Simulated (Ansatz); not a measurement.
# C2H8AlFSi: one species, many methods

The task here is to estimate one member of a computed series from the others.

The runs use Ansatz 0.2.0, Gaussian basis; functionals in def2-TZVPP, the program's frozen cores in correlated methods.

Levels to be run: PBE-D4, r2SCAN-D4, PBE0-D4, B3LYP-D4, ωB97X-V, ωB97M-V, B2PLYP; CCSD(T)/def2-TZVPP; MP2/def2-QZVPP; extrapolation to the limit.

### The geometry

The geometry comes from an earlier relaxation with PBE0-D4 in a triple-zeta def2 set; it is a stationary point, not always the lowest conformer.

SMILES `C[Si](C)(F)[AlH2]`, 13 atoms, charge 0, spin multiplicity 1.

Atoms are counted from 1 here; the program's logs count them from 0.

Bond lengths: C1–Si2 1.870 Å, C1–H6 1.094 Å, C1–H7 1.092 Å, C1–H8 1.094 Å, Si2–C3 1.868 Å, Si2–F4 1.624 Å, Si2–Al5 2.484 Å, C3–H9 1.094 Å, C3–H10 1.092 Å, C3–H11 1.094 Å, Al5–H12 1.593 Å, Al5–H13 1.592 Å. Angles: Si2–C1–H6 110.5°, Si2–C1–H7 111.5°, Si2–C1–H8 110.7°, H6–C1–H7 108.2°, H6–C1–H8 107.9°, H7–C1–H8 108.0°, C1–Si2–C3 109.6°, C1–Si2–F4 106.7°, C1–Si2–Al5 113.1°, C3–Si2–F4 106.7°, C3–Si2–Al5 113.9°, F4–Si2–Al5 106.3°, Si2–C3–H9 110.3°, Si2–C3–H10 111.6°, Si2–C3–H11 110.7°, H9–C3–H10 107.7°, H9–C3–H11 108.1°, H10–C3–H11 108.3° and more.

The first run:

The input, in.yaml:

```yaml
crystal:
  periodic: [false, false, false]
  atoms:
    - {symbol: C, position_ang: [-1.771979, 0.114796, -0.210684]}
    - {symbol: Si, position_ang: [0.085651, 0.157292, -0.417006]}
    - {symbol: C, position_ang: [0.759167, -1.584911, -0.403392]}
    - {symbol: F, position_ang: [0.377246, 0.758846, -1.896740]}
    - {symbol: Al, position_ang: [1.209544, 1.683115, 1.188225]}
    - {symbol: H, position_ang: [-2.228411, -0.510683, -0.983726]}
    - {symbol: H, position_ang: [-2.206038, 1.114678, -0.280525]}
    - {symbol: H, position_ang: [-2.043493, -0.303446, 0.763281]}
    - {symbol: H, position_ang: [0.582236, -2.053542, 0.569294]}
    - {symbol: H, position_ang: [1.835406, -1.602246, -0.589095]}
    - {symbol: H, position_ang: [0.269437, -2.194953, -1.168033]}
    - {symbol: H, position_ang: [2.359845, 1.169647, 2.163727]}
    - {symbol: H, position_ang: [0.791789, 3.216608, 1.279574]}
basis:
  gaussian: {orbitals: def2-TZVPP}
hamiltonian: {xc: pbe, dispersion: d4}
output: {forces: true, orbitals: {seedname: orbitals}}
```

Command:

```bash
$ ansatz run in.yaml --threads 4 --pin off --events-out ev --progress --plain --max-ram 10444MiB
```

Among the steps run: PBE-D4 (GGA); r2SCAN-D4 (meta-GGA); PBE0-D4 (hybrid); B3LYP-D4 (hybrid); ωB97X-V (range-separated); ωB97M-V (range-separated); B2PLYP (double hybrid); CCSD(T) in def2-TZVPP; MP2 in def2-QZVPP.

One of the session's tables, all rows but one given; the rest of the session is left out.

It belongs to the step «Atomisation energies». 

| method | atomisation energy (eV) |
| --- | --- |
| PBE-D4 | 47.482 |
| r2SCAN-D4 | 47.370 |
| PBE0-D4 | 47.080 |
| B3LYP-D4 | 47.191 |
| ωB97X-V | 47.470 |
| ωB97M-V | 47.330 |
| B2PLYP | 46.705 |
| HF/def2-TZVPP | 36.127 |
| MP2/def2-TZVPP | 46.573 |
| CCSD/def2-TZVPP | ? |
| CCSD(T)/def2-TZVPP | 46.231 |
| MP2/CBS | 47.703 |
| CCSD(T)/CBS | 47.361 |

Estimate the missing values for CCSD/def2-TZVPP.

The run gave: atomisation energy (eV): 45.741. In the column «atomisation energy (eV)» it lies between HF/def2-TZVPP (36.127) and CCSD(T)/def2-TZVPP (46.231).
